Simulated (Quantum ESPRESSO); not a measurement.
Crystal: Cu.

```
Cu
1.0
     1.64000    2.31931    0.00000
    -1.64000    2.31931    0.00000
     0.00000    2.31931    1.70000
Cu
1
Direct
  0.00000 0.00000 0.00000
```

The cell was built by a generator and needn't be a form met in nature.

Base run:

```yaml
Program: Quantum ESPRESSO 7.5
Functional: PBEsol
Potentials_or_basis: GBRV 1.5 PBEsol
Cutoff: 762 eV
Density_cutoff: 6095 eV
k_mesh: 16 × 16 × 16
Occupations: methfessel-paxton, width 0.1 eV
Spin: no spin polarisation
```

Its results: band gap on the k mesh none (metal or under the smearing width); pressure -8.7 GPa.

Q: The run is repeated on the same cell with these changes: functional from PBEsol to LDA; potentials or basis from GBRV 1.5 PBEsol to GBRV 1.5 LDA. What comes out?

A: Band gap on the k mesh none (metal or under the smearing width); pressure -13.8 GPa.
